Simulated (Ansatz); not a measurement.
# HfGe (Pm-3m) in Ansatz: notebook, part 2 of 2

Ansatz 0.2.0.

## Step 4: Band structure, HSEsol

The input, input:

```
crystal:
  lattice:
    - [3.50083787, 0.0, 0.0]
    - [0.0, 3.50083787, 0.0]
    - [0.0, 0.0, 3.50083787]
  atoms:
    - { symbol: Hf, position: [0.0, 0.0, 0.0] }
    - { symbol: Ge, position: [0.5, 0.5, 0.5] }
hamiltonian:
  xc:
    exchange: hjs_pbesol
    correlation: pbesol
    exx: { coeff: 0.25, omega: 0.207 }
  pseudopotentials: { kind: paw }
kpoints:
  mp_grid: { grid: [4, 4, 4] }
  band_path:
    path:
      - [[0.0, 0.0, 0.0], [0.0, 0.5, 0.0], [0.5, 0.5, 0.0], [0.0, 0.0, 0.0], [0.5, 0.5, 0.5], [0.0, 0.5, 0.0]]
      - [[0.5, 0.5, 0.0], [0.5, 0.5, 0.5]]
    npoints: 4
scf:
  occupations: { method: fermi_dirac, width: 0.05 }
  n_extra_bands: 6
output:
  forces: true
  stress: true
  eigenvalues: true
  fatbands: false
```

Potentials or basis: Ansatz PAW.

The log of the run:

```text
Warning: output.stress: scf.convergence.dr2_threshold = 1e-7 eV (the SCF's general default) is looser than the 2e-10 eV advised for a printed stress (1e-10 eV for each atom of the cell: 2). What an SCF threshold leaves in a stress goes as its square root, and in the free energy as the threshold itself, and one threshold admits the most on a small cell: of the crystals measured, under no hybrid functional and no lock of the moments, on runs that ended without the residual-converged pass, on stresses that held no estimate of that error, the worst erred by over 100 MPa in a component at 1e-7 eV an atom and by under 5 at 1e-10. Set scf.convergence.dr2_threshold to 2e-10 eV or tighter. The threshold is an SCF's pass mark: one that does not reach it within its budget of iterations ends unconverged, or closes short of it on a stop that the run arms, and scf.convergence.dr2_threshold's page says what that costs each kind of run
Warning: output.stress: scf.exx.energy_threshold = 1e-6 eV is looser than the 2e-8 eV advised for a stress under a hybrid functional (1e-8 eV for each atom of the cell: 2). Every SCF of the exchange loop can meet its threshold on dr2 while the loop round them stops early: no threshold on dr2 bounds what that leaves in the stress. Set scf.exx.energy_threshold to 2e-8 eV or tighter. The threshold is the loop's pass mark: a loop that does not reach it within its budget of cycles ends unconverged, and scf.exx.energy_threshold's page has the law
scf.n_extra_bands = 6 over 20 filled bands (N_el = 40.0): the run solves 26 bands
GPUs: using 1 of 1 available (devices: 1).
Engine: ansatz 0.2.0, x86_64-unknown-linux-gnu
Pseudopotentials: kind: paw
Pseudopotential: Hf, paw, valence charge 26, recommended cutoff 420 eV (normal), Hf.paw.azcp
Pseudopotential: Ge, paw, valence charge 14, recommended cutoff 420 eV (normal), Ge.paw.azcp
Functional definition: unnamed
  parameter a_1 = 0.25
  parameter omega_1 = 0.207/angstrom
  exchange = pbe_x(mu = 0.12345679012345678) + (-a_1)*hjs_pbesol_x_sr(omega_1) + a_1*exact_x_sr(omega_1)
  correlation = pbe_c(beta = 0.046)
device memory: the entry about to start is reckoned to put 0.5 GiB on a device that reports 43.0 GiB free (of which the cap on the GPU budget leaves the run 18.0 GiB)
GPU FFT provider: cuFFT
GPU libraries: cuBLAS 13.8.2, cuFFT 12.4.0, cuSOLVER 12.3.4
Crystal: 2 atoms, lattice volume = 42.906 Å³
Basis set: ecut = 420 eV, 847 PW (Γ), exchange–correlation on 48×48×48 points (8 copies of the dense FFT grid, shifted against one another)
Bands: 26, of which v1, the nominal top of the filled ones, is band 20 counted from 1 (19 counted from 0)
Symmetry: 48 space group operations
Space group: Pm-3m (ITA 221), of the structure as read, at distance tolerance 3.5e-5 Å
k-points: 10 of 64
Non-local potential: Hf, projectors of the file, l = 0: 3, l = 1: 2, l = 2: 2, l = 3: 3
Non-local potential: Ge, projectors of the file, l = 0: 2, l = 1: 2, l = 2: 3, l = 3: 1
PAW form: soft (Blöchl's): semilocal exchange-correlation on the pseudo side does not see the compensation charge
PAW frozen core: Hf, regenerated for the run's functional, and the local potential with it (the file was generated under x = pbe(κ = 0.804, μ = 0.2195149727645171), c = pbe(β = 0.06672455060314922))
PAW frozen core: Ge, regenerated for the run's functional, and the local potential with it (the file was generated under x = pbe(κ = 0.804, μ = 0.2195149727645171), c = pbe(β = 0.06672455060314922))
PAW one-centre angular grid: Hf, 590 points (default); XC on 64 Gauss nodes
PAW one-centre angular grid: Ge, 590 points (default); XC on 64 Gauss nodes
Initial density: superposition of atomic densities (neutral atoms: chi_scale 0, normalization atom), corrected by the library's trained network
Initial wavefunctions: pseudopotential atomic-orbital guess
GPU buffer pool allocated for 13824 grid points (all kernels)
GPU transforms: local potential and band sums: pruned to the plane-wave sphere, on 24×24×24
Functional: x = pbesol(κ = 0.804, μ = 0.12345679012345678), c = pbesol(β = 0.046), warm-up for x = hjs_pbesol + 0.25 (exact − hjs_pbesol) at short range (ω = 0.207 Å⁻¹), c = pbesol(β = 0.046)
SCF iter   1: F=—  HF=-19851.815002 eV  |F-HF|=—  |Δ(HF+E_count)|=         —  Δρ=8.95e-3  dr2=1.65e-2  ethr=1.77e-3  ⟨swp⟩=5.8  Hψ=947  notcnv=0
preconditioner: auto → none  [insulator: Δε(μ)=0.164 eV  Ē_g=20.231 eV  σ=0.050 eV  W_gap=0.63  n_scr=18 (ndim 8)  ℏωp=34.9 eV  f_vac=0.000  D(μ)=2.43/eV (n_scr^D=26)]
SCF iter   2: F=—  HF=-19851.814377 eV  |F-HF|=—  |Δ(HF+E_count)|=   6.25e-4  Δρ=4.27e-3  dr2=3.73e-3  ethr=4.13e-5  ⟨swp⟩=3.5  Hψ=516  notcnv=0
iter 3 solved again at ethr=3.13e-7 eV; its pass at ethr=9.33e-6 eV (dr2=1.25e-4 eV) is discarded
SCF iter   3: F=—  HF=-19851.814557 eV  |F-HF|=—  |Δ(HF+E_count)|=   1.79e-4  Δρ=7.30e-4  dr2=1.28e-4  ethr=3.13e-7  ⟨swp⟩=3.7  Hψ=1120  notcnv=0
[... 42 lines left out ...]
GPU libraries: cuBLAS 13.8.2, cuFFT 12.4.0, cuSOLVER 12.3.4
GPU buffer pool allocated for 13824 grid points (all kernels)
GPU transforms: local potential and band sums: pruned to the plane-wave sphere, on 24×24×24
Exchange kernel: α = 0.2500, screened, ω = 0.2070 Å⁻¹, Wigner–Seitz truncation, v(0) = 1024.9817 eV·Å³, q-mesh 4×4×4, nearest image of the exchange supercell L = 14.00 Å, pair-density grid 18×18×18, without the augmentation charges, whose exchange is taken in its separable form by FFT convolution over the k-point mesh (sized by the pseudopotential files, 24×24×24 at the most), smooth part of the exact exchange by density-matrix convolution in up to 1.37 GiB of GPU memory as planned if the GPU has room (build and FFT work areas not counted)
Frozen-core exchange: fock
SCF iter   1: F=—  HF=-19896.583898 eV  |F-HF|=—  |Δ(HF+E_count)|=         —  Δρ=6.81e-6  dr2=5.65e-9  ethr=3.78e-9  ⟨swp⟩=3.0  Hψ=540  notcnv=0
preconditioner: auto → none  [insulator: Δε(μ)=0.411 eV  Ē_g=23.510 eV  σ=0.050 eV  W_gap=0.83  n_scr=18 (ndim 8)  ℏωp=34.9 eV  f_vac=0.000  D(μ)=1.08/eV (n_scr^D=6)]
SCF iter   2: F=-19896.583898 eV  HF=-19896.583898 eV  |F-HF|=3.49e-10  |Δ(HF+E_count)|=   2.18e-9  Δρ=3.04e-6  dr2=8.01e-10  ethr=1.37e-11  ⟨swp⟩=4.0  Hψ=707  notcnv=0
SCF 4 converged in 2 iterations: F = -19896.583898 eV  dr2 = 8.01e-10
  Residual-converged pass: ⟨swp⟩=2.1  Hψ=439  notcnv=0  max |occ|·‖R‖ = 1.9e-6 eV (tolerance 2.4e-6 eV)  dr2=8.01e-10  dr2_onsite=2.99e-10  max |Δocc| = 6.3e-14
hybrid outer 3: dexx = +2.321e-9 eV, tail = 2.52e-9 eV, Δε = 2.19e-4 eV (about 4.62e-5 eV left of the loop's levels), ΔF = 1.40e-26 eV/Å (tail 1.46e-26)
device memory: the entry about to start is reckoned to put 0.4 GiB on a device that reports 42.8 GiB free (of which the cap on the GPU budget leaves the run 18.0 GiB)
NSCF: frozen V_eff on 26 k-points, pencils in batches of 32, up to order 116
hybrid SCF converged: 3 outer / 11 inner (+8 warm-up), last move |dexx| = 2.32e-9 eV, tail = 2.52e-9 eV
Stability not checked: this state was not tested for a lower state beside it, because the functional holds exact exchange (a hybrid, or Hartree-Fock), whose exchange loop this test does not read (fock_operator; see scf.lower_state_search)
Free energy (F): -19896.583898 eV
Frozen-core exchange: fock
Harris-Foulkes:  -19896.583898 eV  (|F-HF|=3.49e-10)
Internal energy: -19896.574934 eV  (E = F + TS)
E sigma→0 (E₀):  -19896.579416 eV
Entropy (-TS):   -0.008965 eV (-4.482 meV/atom)
Fermi energy:    15.193345 eV
--- Per-component energies (eV) ---
  E_band       = -266.960605
  E_kinetic    = 523.715644
  E_local      = -7580.240373  (includes V_loc(G=0)·N_el)
  E_nonlocal   = -833.755489
  E_hartree    = 3463.519296
  E_xc         = -293.547534
  E_vxc        = -258.890948  (∫ρ·V_xc dr)
  E_exx        = -168.511352  (= α·E_x^exact, valence–valence)
  E_paw        = -8721.161717  (= ΣΔE_a)
  E_vpaw       = 1292.194901  (= ΣTr[D̂ρ^β])
  E_aug_tail   = 0.000294  (compensation charges beyond the density's cutoff)
  E_ewald      = -6288.944202
  E_core_change = 2.350499  (= ΣΔE_core)
  E_smearing   = -0.008965  (= −TS)
  E_closure    = 0.000000  (closes the sum)
  Σ components = -19896.583898   (vs F -19896.583898, Δ=0.00e0)
--- Forces (eV/Å), atoms counted from 1 ---
  atom   1  Hf     0.00000000     0.00000000     0.00000000
  atom   2  Ge    -0.00000000     0.00000000    -0.00000000
  max |Σ_I F_I| component: 1.51e-26 eV/Å
--- Stress (GPa, compression-positive) ---
      -14.311317      -0.000000       0.000000
        0.000000     -14.311317       0.000000
        0.000000       0.000000     -14.311317
  P = ⅓ Tr σ = -14.3113 GPa (-143.113 kbar)
--- Band table (eV; the first three rows and the last of 10) ---
  k-point 0: bands = ["-51.1243", "-18.2570", "-18.2570", "-18.2570", "-12.4949", "-12.4949", "-12.4811", "-12.4811", "-12.4811", "-1.1526", "-1.1408", "-1.1408", "-1.1408", "-1.1175", "-1.1175", "-1.1175", "2.8555", "13.5323", "13.5323", "16.8154", "16.8154", "16.8154", "18.7796", "18.7796", "18.7796", "19.2337"]
  k-point 1: bands = ["-51.1208", "-18.3652", "-18.2479", "-18.2479", "-12.4941", "-12.4834", "-12.4822", "-12.4822", "-12.4806", "-1.1538", "-1.1430", "-1.1378", "-1.1378", "-1.1274", "-1.1142", "-1.1142", "3.7501", "11.2096", "13.9305", "15.5274", "15.5274", "16.8733", "18.9346", "20.6122", "20.6122", "22.0030"]
  k-point 2: bands = ["-51.1173", "-18.4688", "-18.2380", "-18.2380", "-12.4933", "-12.4833", "-12.4833", "-12.4802", "-12.4721", "-1.1550", "-1.1451", "-1.1368", "-1.1353", "-1.1353", "-1.1103", "-1.1103", "5.3662", "8.2861", "14.4259", "14.7499", "14.7499", "19.0990", "19.9160", "21.8281", "21.9511", "23.2498"]
  k-point 9: bands = ["-51.1034", "-18.4124", "-18.4124", "-18.4124", "-12.4872", "-12.4872", "-12.4872", "-12.4607", "-12.4607", "-1.1712", "-1.1296", "-1.1296", "-1.1296", "-1.1257", "-1.1257", "-1.1257", "8.3280", "10.7083", "10.7083", "10.7083", "18.3767", "18.3767", "18.3767", "20.3888", "20.3888", "21.9818"]
```

Run time: 18 s. Hardware: 1 × NVIDIA H100 80GB HBM3 with 2 threads of AMD EPYC 7R13 (Zen 3), shared host; peak memory 1.8 GiB.

Results:

- Free energy: -19896.5839 eV
- Pressure: -14.3 GPa
- Band gap on the k mesh: none (metal or under the smearing width)

Levels at the corners of the path, in eV from the Fermi level:
| point | band 18 | band 19 | band 20 | band 21 | band 22 | band 23 |
| --- | --- | --- | --- | --- | --- | --- |
| Γ | -1.66 | -1.66 | 1.62 | 1.62 | 1.62 | 3.59 |
| X | -6.91 | -0.77 | -0.44 | -0.44 | 3.91 | 4.72 |
| M | -3.55 | -3.55 | -2.20 | 1.80 | 1.80 | 3.68 |
| Γ | -1.66 | -1.66 | 1.62 | 1.62 | 1.62 | 3.59 |
| R | -4.49 | -4.49 | -4.49 | 3.18 | 3.18 | 3.18 |
| X | -6.91 | -0.77 | -0.44 | -0.44 | 3.91 | 4.72 |
| M | -3.55 | -3.55 | -2.20 | 1.80 | 1.80 | 3.68 |
| R | -4.49 | -4.49 | -4.49 | 3.18 | 3.18 | 3.18 |

Caveat: the k mesh is coarse (spacing up to 0.45 Å⁻¹), so the values aren't converged, least of all with exact exchange; spin-orbit coupling is left out, which moves the levels of the heavy elements; the PAW data sets come from PBE, with cores solved anew for the run's functional, which leaves a small shift of forces and pressure; the thresholds are loose for stress.

## Step 5: The runs side by side

```csv
level,gap on the mesh (eV),pressure (GPa)
HSE06,none,-11.8
HSE03,none,-11.5
HSEsol,none,-14.3
```

Alike in all rows: task band structure; potentials or basis Ansatz PAW; no spin polarisation; cell as given; k mesh 4 × 4 × 4; cutoff (eV) 420; smearing fermi-dirac 0.05 eV; the mesh is coarse, so values aren't converged.

Caveats: all runs use coarse meshes; spin-orbit coupling is left out, which moves the levels of the heavy elements; the PAW data sets come from PBE, with cores solved anew for the run's functional, which leaves a small shift of forces and pressure; the thresholds are loose for stress.

Absolute energies hang on the potentials; compare differences alone.
